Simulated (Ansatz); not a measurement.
# CH₈GeSSi: up Jacob's ladder to CCSD(T)

One table from this session's results is given with a row withheld; the runs are named, their logs left out.

Program: Ansatz 0.2.0, Gaussian basis. Level of theory: functionals in def2-TZVPP, the program's frozen cores in correlated methods. These are calculated values, not measurements.

The runs, in order: LDA (SPW92), PBE-D4, revPBE-D4, BLYP-D4, r2SCAN-D4, B97M-V, PBE0-D4, B3LYP-D4, r2SCANh-D4, r2SCAN0-D4, HSE06-D4, BHLYP-D4, CAM-B3LYP-D4, LC-ωPBE, ωB97X-V, ωB97M-V, B2PLYP, PBE-QIDH; CCSD(T)/def2-SVP; CCSD(T)/def2-TZVPP; MP2/def2-QZVPP; extrapolation to the limit; RPA on PBE.

## The geometry

All runs share one geometry, relaxed beforehand with PBE0-D4 in a triple-zeta def2 set.

SMILES `CS[SiH2][GeH3]`, 12 atoms, charge 0, spin multiplicity 1.

Atoms are counted from 1 here; the program's logs count them from 0.

Bond lengths: C1–S2 1.816 Å, C1–H5 1.090 Å, C1–H6 1.090 Å, C1–H7 1.090 Å, S2–Si3 2.130 Å, Si3–Ge4 2.383 Å, Si3–H8 1.491 Å, Si3–H9 1.486 Å, Ge4–H10 1.537 Å, Ge4–H11 1.540 Å, Ge4–H12 1.539 Å. Angles: S2–C1–H5 111.4°, S2–C1–H6 106.6°, S2–C1–H7 111.0°, H5–C1–H6 108.8°, H5–C1–H7 109.9°, H6–C1–H7 108.9°, C1–S2–Si3 99.8°, S2–Si3–Ge4 112.1°, S2–Si3–H8 110.4°, S2–Si3–H9 105.4°, Ge4–Si3–H8 109.4°, Ge4–Si3–H9 110.1°, H8–Si3–H9 109.3°, Si3–Ge4–H10 110.3°, Si3–Ge4–H11 110.8°, Si3–Ge4–H12 111.0°, H10–Ge4–H11 108.1°, H10–Ge4–H12 108.7° and more.

Set-up of the first run:

The input, in.yaml:

```yaml
crystal:
  periodic: [false, false, false]
  atoms:
    - {symbol: C, position_ang: [-1.600674, 1.371072, -0.167712]}
    - {symbol: S, position_ang: [-0.398046, 1.502540, 1.185966]}
    - {symbol: Si, position_ang: [0.350935, -0.491478, 1.202913]}
    - {symbol: Ge, position_ang: [1.493372, -1.039045, -0.815115]}
    - {symbol: H, position_ang: [-1.112527, 1.125744, -1.110543]}
    - {symbol: H, position_ang: [-2.074135, 2.347999, -0.260315]}
    - {symbol: H, position_ang: [-2.365194, 0.628002, 0.059350]}
    - {symbol: H, position_ang: [-0.758763, -1.462656, 1.421492]}
    - {symbol: H, position_ang: [1.289316, -0.551308, 2.353201]}
    - {symbol: H, position_ang: [2.739054, -0.154035, -0.980032]}
    - {symbol: H, position_ang: [0.582590, -0.817297, -2.036431]}
    - {symbol: H, position_ang: [1.931071, -2.514838, -0.818772]}
basis:
  gaussian: {orbitals: def2-TZVPP}
hamiltonian: {xc: lda}
output: {orbitals: {seedname: orbitals}}
```

Steps of the session up to this table: LDA; PBE-D4 (GGA); revPBE-D4 (GGA); BLYP-D4 (GGA); r2SCAN-D4 (meta-GGA); B97M-V (meta-GGA); PBE0-D4 (hybrid); B3LYP-D4 (hybrid); r2SCANh-D4 (hybrid); r2SCAN0-D4 (hybrid); HSE06-D4 (hybrid); BHLYP-D4 (hybrid); CAM-B3LYP-D4 (range-separated); LC-ωPBE (range-separated); ωB97X-V (range-separated); ωB97M-V (range-separated); B2PLYP (double hybrid); PBE-QIDH (double hybrid).

One table of the session follows, with a row left open; its other results are not shown here.

It belongs to the step «Orbital energies across the functionals». 

| functional | HOMO (eV) | gap (eV) |
| --- | --- | --- |
| LDA (SPW92) | -5.76 | 4.54 |
| PBE-D4 | -5.68 | 4.66 |
| revPBE-D4 | -5.64 | 4.71 |
| BLYP-D4 | -5.53 | 4.66 |
| r2SCAN-D4 | -5.92 | 5.16 |
| B97M-V | ? | ? |
| PBE0-D4 | -6.82 | 6.64 |
| B3LYP-D4 | -6.61 | 6.25 |
| r2SCANh-D4 | -6.35 | 5.88 |
| r2SCAN0-D4 | -6.98 | 6.95 |
| HSE06-D4 | -6.43 | 5.87 |
| BHLYP-D4 | -7.85 | 8.59 |
| CAM-B3LYP-D4 | -8.10 | 8.97 |
| LC-ωPBE | -9.43 | 11.41 |
| ωB97X-V | -9.10 | 10.95 |
| ωB97M-V | -8.94 | 10.53 |

Estimate the missing values for B97M-V.

**Answer.** HOMO (eV): -6.06; gap (eV): 5.18. In the column «HOMO (eV)» it lies between r2SCANh-D4 (-6.35) and r2SCAN-D4 (-5.92).
